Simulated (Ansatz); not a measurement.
**GeH19N3Si6: how energies converge with the basis set**

The task here is to estimate one member of a computed series from the others.

The runs use Ansatz 0.2.0, Gaussian basis; one geometry, several basis sets.

Levels to be run: PBE0-D4/def2-SVP; ωB97M-V/def2-SVP; PBE0-D4/def2-QZVPP; ωB97M-V/def2-QZVPP; the functionals' def2-TZVPP values are taken from earlier runs.

## The geometry

The geometry comes from an earlier relaxation with PBE0-D4 in a triple-zeta def2 set; it is a stationary point, not always the lowest conformer.

SMILES `[SiH3][N]([SiH3])[GeH]([N]([SiH3])[SiH3])[N]([SiH3])[SiH3]`, 29 atoms, charge 0, spin multiplicity 1.

Atoms are counted from 1 here; the program's logs count them from 0.

Bond lengths: Si1–N2 1.737 Å, Si1–H11 1.484 Å, Si1–H12 1.488 Å, Si1–H13 1.487 Å, N2–Si3 1.735 Å, N2–Ge4 1.838 Å, Si3–H14 1.488 Å, Si3–H15 1.488 Å, Si3–H16 1.485 Å, Ge4–N5 1.838 Å, Ge4–N8 1.838 Å, Ge4–H17 1.534 Å, N5–Si6 1.737 Å, N5–Si7 1.735 Å, Si6–H18 1.488 Å, Si6–H19 1.484 Å, Si6–H20 1.487 Å, Si7–H21 1.485 Å and more. Angles: N2–Si1–H11 111.9°, N2–Si1–H12 106.3°, N2–Si1–H13 112.2°, H11–Si1–H12 109.4°, H11–Si1–H13 108.5°, H12–Si1–H13 108.4°, Si1–N2–Si3 120.2°, Si1–N2–Ge4 119.4°, Si3–N2–Ge4 119.9°, N2–Si3–H14 107.4°, N2–Si3–H15 111.6°, N2–Si3–H16 111.3°, H14–Si3–H15 108.8°, H14–Si3–H16 109.5°, H15–Si3–H16 108.2°, N2–Ge4–N5 107.1°, N2–Ge4–N8 107.1°, N2–Ge4–H17 111.7° and more.

The first run:

in.yaml

```yaml
crystal:
  periodic: [false, false, false]
  atoms:
    - {symbol: Si, position_ang: [-2.155291, 0.637174, 1.404456]}
    - {symbol: N, position_ang: [-1.424793, 0.946725, -0.140826]}
    - {symbol: Si, position_ang: [-2.025610, 2.222705, -1.151835]}
    - {symbol: Ge, position_ang: [-0.158501, -0.217188, -0.789229]}
    - {symbol: N, position_ang: [1.474220, 0.609724, -0.618277]}
    - {symbol: Si, position_ang: [1.586869, 2.096189, 0.273413]}
    - {symbol: Si, position_ang: [2.841256, 0.017590, -1.508123]}
    - {symbol: N, position_ang: [-0.144242, -1.677836, 0.326632]}
    - {symbol: Si, position_ang: [1.171247, -1.885302, 1.441963]}
    - {symbol: Si, position_ang: [-1.321539, -2.936033, 0.121364]}
    - {symbol: H, position_ang: [-1.143911, 0.545054, 2.487016]}
    - {symbol: H, position_ang: [-3.064375, 1.784578, 1.673429]}
    - {symbol: H, position_ang: [-2.962095, -0.612126, 1.404505]}
    - {symbol: H, position_ang: [-1.189353, 2.245772, -2.382542]}
    - {symbol: H, position_ang: [-3.443980, 1.992409, -1.539362]}
    - {symbol: H, position_ang: [-1.938928, 3.538384, -0.468832]}
    - {symbol: H, position_ang: [-0.444004, -0.615509, -2.242547]}
    - {symbol: H, position_ang: [3.030122, 2.458991, 0.299477]}
    - {symbol: H, position_ang: [1.090275, 1.946601, 1.664180]}
    - {symbol: H, position_ang: [0.835998, 3.201527, -0.379489]}
    - {symbol: H, position_ang: [4.006540, -0.212404, -0.616915]}
    - {symbol: H, position_ang: [3.253164, 0.968910, -2.576010]}
    - {symbol: H, position_ang: [2.437616, -1.267910, -2.139764]}
    - {symbol: H, position_ang: [1.318522, -0.719097, 2.348285]}
    - {symbol: H, position_ang: [0.850848, -3.097541, 2.243935]}
    - {symbol: H, position_ang: [2.466953, -2.109864, 0.747329]}
    - {symbol: H, position_ang: [-2.015156, -3.239913, 1.398699]}
    - {symbol: H, position_ang: [-2.312721, -2.458365, -0.880568]}
    - {symbol: H, position_ang: [-0.698730, -4.191343, -0.379967]}
basis:
  gaussian: {orbitals: def2-SVP}
hamiltonian: {xc: pbe0, dispersion: d4}
output: {orbitals: {seedname: orbitals}}
```

Command:

```console
$ ansatz run in.yaml --threads 11 --pin off --events-out ev --progress --plain --max-ram 174080MiB --backend cuda --devices 0, --max-vram 75GiB
```

Among the steps run: PBE0-D4 in def2-SVP; ωB97M-V in def2-SVP; PBE0-D4 in def2-QZVPP; ωB97M-V in def2-QZVPP.

One table of the session follows, with a row left open; its other results are not shown here.

It belongs to the step «Functionals by basis». 

```
functional       basis  HOMO (eV)
   PBE0-D4    def2-SVP          ?
   PBE0-D4  def2-TZVPP      -7.63
   PBE0-D4  def2-QZVPP      -7.64
   ωB97M-V    def2-SVP      -9.74
   ωB97M-V  def2-TZVPP      -9.88
   ωB97M-V  def2-QZVPP      -9.88
```

Q: Estimate the row for PBE0-D4, def2-SVP from the others.

As computed: HOMO (eV): -7.54. In the column «HOMO (eV)» it is the highest.
